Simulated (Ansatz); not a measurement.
# Indium, omega (AlB2-type) under PBEsol: structure, energy and stiffness

Aim: take indium in the omega (AlB2-type) structure, relax it, solve it on a dense k-mesh, then scale the cell to 7 volumes from 88 to 112 % of the relaxed one and try a fit of the equation of state. Spin polarisation is left out. The k-meshes are 7×7×10 for the relaxation; 9×9×13 for the dense run; 8×8×11 for the volumes.

Computed with Ansatz 0.2.0 (DFT PBEsol, plane waves (420 eV) with PAW, scalar-relativistic; PBE-made PAW files, unless a step says otherwise).

## 1. Starting point

Symmetry: P6/mmm, No. 191, hexagonal system. The conventional cell has a = 5.286 Å, b = 5.286 Å, c = 3.241 Å, α = 90.00°, β = 90.00°, γ = 120.00°. In (site symmetry 6/mmm) is surrounded by 14 In at 3.24 to 3.46 Å. In (site symmetry -6m2) is surrounded by 11 In at 3.05 to 3.46 Å.

Coordinates:

```cif
data_structure
_symmetry_space_group_name_H-M 'P6/mmm'
_symmetry_Int_Tables_number 191
_cell_length_a 5.2865
_cell_length_b 5.2865
_cell_length_c 3.2406
_cell_angle_alpha 90.000
_cell_angle_beta 90.000
_cell_angle_gamma 120.000
_cell_volume 78.43
loop_
_atom_site_label
_atom_site_type_symbol
_atom_site_symmetry_multiplicity
_atom_site_Wyckoff_symbol
_atom_site_fract_x
_atom_site_fract_y
_atom_site_fract_z
_atom_site_occupancy
In1 In 1 a 0.00000 0.00000 0.00000 1
In2 In 2 d 0.33333 0.66667 0.50000 1
```

## 2. Geometry optimisation

File input.yaml:

```yaml
crystal:
  lattice:
    - [5.2864609513, 0.0, 0.0]
    - [-2.6432304757, 4.57820948, 0.0]
    - [0.0, 0.0, 3.2406005632]
  atoms:
    - { symbol: In, position: [0.0, 0.0, 0.0] }
    - { symbol: In, position: [0.3333333333, 0.6666666667, 0.5] }
    - { symbol: In, position: [0.6666666667, 0.3333333333, 0.5] }
hamiltonian:
  xc: pbesol
  pseudopotentials:
    kind: paw
    azcp:
      In: "pseudopotentials/In.paw.azcp"
basis:
  ecutwfc: 420
  fft_grid_basis: typed
kpoints:
  mp_grid: { grid: [7, 7, 10], shift: [0, 0, 0] }
magnetization:
  spin_polarized: false
scf:
  occupations: { method: fermi_dirac, width: 0.1 }
relax:
  max_steps: 60
  f_tol: 0.01
  cell: {}
```

After this run come: Dense single point; Volume × 0.88; Volume × 0.92; Volume × 0.96; Volume × 1.0; Volume × 1.04; Volume × 1.08; Volume × 1.12.

What does the calculation give? Wanted: space group; conventional cell; volume; shortest distance; gap on the mesh; relative to body-centred tetragonal; V₀, B₀, B₀′.

**Answer**, as computed:

| quantity | value |
| --- | --- |
| space group (spins left aside) | P6/mmm (No. 191) |
| conventional cell | a = 5.261 Å, c = 3.247 Å (c/a = 0.617) |
| volume | 25.938 Å³/atom |
| shortest distance | 3.037 Å |
| gap on the mesh | none (levels filled in part) |
| relative to body-centred tetragonal | +30 meV/atom |
| V₀, B₀, B₀′ | 25.950 Å³/atom, 42 GPa, 5.3 |

In words: From the guessed start the volume shrank by 0.8 % in 4 steps. It lies 30 meV/atom above the element's reference form at the same level (body-centred tetragonal, from a run of its own). No gap shows: it is a metal or semimetal at this level. The fitted modulus is 42 GPa; letting shape and positions relax at each volume could only lower it. Relaxation kept the symmetry; phonons were not checked.
